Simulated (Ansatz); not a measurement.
# GaBr2Cl: vertical ionisation energy

One table from this session's results is given with a row withheld; the runs are named, their logs left out.

Program: Ansatz 0.2.0, Gaussian basis. Level of theory: unrestricted cation, the program's frozen cores in correlated methods. These are calculated values, not measurements.

Levels to be run: UKS PBE-D4/def2-TZVPP; UKS r2SCAN-D4/def2-TZVPP; UKS PBE0-D4/def2-TZVPP; UKS B3LYP-D4/def2-TZVPP; UKS wB97X-V/def2-TZVPP; UKS wB97M-V/def2-TZVPP; UKS B2PLYP/def2-TZVPP; UHF-CCSD(T)/def2-TZVPP; UHF-MP2/def2-QZVPP; extrapolation to the limit; then −ε(HOMO) from the neutral's earlier runs with LDA (SPW92), PBE-D4, revPBE-D4, BLYP-D4, r2SCAN-D4, B97M-V, PBE0-D4, B3LYP-D4, r2SCANh-D4, r2SCAN0-D4, HSE06-D4, BHLYP-D4, CAM-B3LYP-D4, LC-ωPBE, ωB97X-V, ωB97M-V.

### The relaxed structure

The geometry comes from an earlier relaxation with PBE0-D4 in a triple-zeta def2 set; it is a stationary point.

SMILES `[Cl][Ga]([Br])[Br]`, 4 atoms, charge 0, spin multiplicity 1.

Atoms are counted from 1 here; the program's logs count them from 0.

Bond lengths: Cl1–Ga2 2.117 Å, Ga2–Br3 2.258 Å, Ga2–Br4 2.258 Å. Angles: Cl1–Ga2–Br3 119.6°, Cl1–Ga2–Br4 119.6°, Br3–Ga2–Br4 120.8°.

The first run:

in.yaml reads:

```yaml
crystal:
  periodic: [false, false, false]
  atoms:
    - {symbol: Cl, position_ang: [0.753062, 0.653327, 1.895387]}
    - {symbol: Ga, position_ang: [0.023709, -0.006162, 0.020228]}
    - {symbol: Br, position_ang: [0.258713, -2.173100, -0.568930]}
    - {symbol: Br, position_ang: [-0.979984, 1.465734, -1.366884]}
basis:
  gaussian: {orbitals: def2-TZVPP}
total_charge: 1
magnetization: {spin_polarized: true, initial_magnetization: 1}
hamiltonian: {xc: pbe, dispersion: d4}
```

Launch:

```console
$ ansatz run in.yaml --threads 2 --pin off --events-out ev --progress --plain --max-ram 22528MiB --backend cpu
```

Steps of the session up to this table: Cation, UKS PBE-D4/def2-TZVPP; Cation, UKS r2SCAN-D4/def2-TZVPP; Cation, UKS PBE0-D4/def2-TZVPP; Cation, UKS B3LYP-D4/def2-TZVPP; Cation, UKS wB97X-V/def2-TZVPP; Cation, UKS wB97M-V/def2-TZVPP; Cation, UKS B2PLYP (frozen core)/def2-TZVPP; Cation, UHF-CCSD(T)/def2-TZVPP; Cation, UHF-MP2/def2-QZVPP.

One table of the session follows, with a row left open; its other results are not shown here.

For comparison, −ε(HOMO) of the neutral from earlier runs:

```
  functional  −ε(HOMO) (eV)
 LDA (SPW92)           7.70
      PBE-D4           7.53
   revPBE-D4           7.47
     BLYP-D4           7.34
   r2SCAN-D4           7.89
      B97M-V           7.94
     PBE0-D4           8.84
    B3LYP-D4           8.55
  r2SCANh-D4           8.36
  r2SCAN0-D4           9.07
    HSE06-D4           8.44
    BHLYP-D4           9.96
CAM-B3LYP-D4          10.15
     LC-ωPBE          11.58
     ωB97X-V          11.20
     ωB97M-V              ?
```

**Question.** Estimate the row for ωB97M-V.

**Answer.** −ε(HOMO) (eV): 11.04. In the column «−ε(HOMO) (eV)» it lies between CAM-B3LYP-D4 (10.15) and ωB97X-V (11.20).

Caveats from the session: The cation may have settled in a state other than its lowest; no search over hole states beyond the program's own was made.
